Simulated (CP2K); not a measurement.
Runs of CP2K 2026.2 on GaGe. It takes space group F-43m (No. 216, cubic). The conventional cell has a = 5.796 Å, b = 5.796 Å, c = 5.796 Å, α = 90.00°, β = 90.00°, γ = 90.00°. Ge (site symmetry -43m) has 4 Ga at 2.51 Å as nearest neighbours. Ga (site symmetry -43m) has 4 Ge at 2.51 Å as nearest neighbours. The cell comes from a database or a generator and needn't be the stable form of this composition.

```tsv
task	level	potentials or basis	smearing	EPS_DEFAULT	NGRIDS	points a segment of the path (NPOINTS)	bands added on the path	CUTOFF of the grids	gap on the mesh (eV)	pressure (GPa)
band structure	r2SCAN	POTENTIAL_UZH Ge GTH-SCAN-q4, Ga GTH-SCAN-q13; TZVP-MOLOPT-SCAN-GTH basis	fermi-dirac 0.01 eV	1.0E-9	5	8	2	675 Ry	none	(a)
band structure	LDA	GTH_POTENTIALS Ge GTH-PADE-q4, Ga GTH-PADE-q13; TZVP-MOLOPT-PBE-GTH basis	fermi-dirac 0.1 eV	1.0E-9	5	10	6	450 Ry	none	-4.3
band structure	TB-mBJ	POTENTIAL_UZH Ge GTH-PBE-q4, Ga GTH-PBE-q13; TZVP-MOLOPT-PBE-GTH basis	fermi-dirac 0.05 eV	1.0E-9	5	6	6	675 Ry	none	-
band structure	PBEsol	POTENTIAL_UZH Ge GTH-PBE-q4, Ga GTH-PBE-q13; TZVP-MOLOPT-PBE-GTH basis	fermi-dirac 0.0259 eV	1.0E-9	4	6	6	450 Ry	none	-1.1
```

Alike in all rows: no spin polarisation; cell as given; k mesh 8 × 8 × 8.

Problem. Fill in the values left out.

Solution. (a) -3.4.

Caveats: the basis of atomic orbitals isn't converged, which shifts pressures, moduli and gaps; the potentials were made for another functional, which shifts forces and pressure (some runs); this is a model potential without an energy functional, so only levels have meaning (some runs).

A k mesh can miss the band edges, and the runs leave out spin-orbit coupling on Ga, Ge.

A gap of «none» marks a metal or a gap under the smearing width.

Not every run made on this cell is shown here.
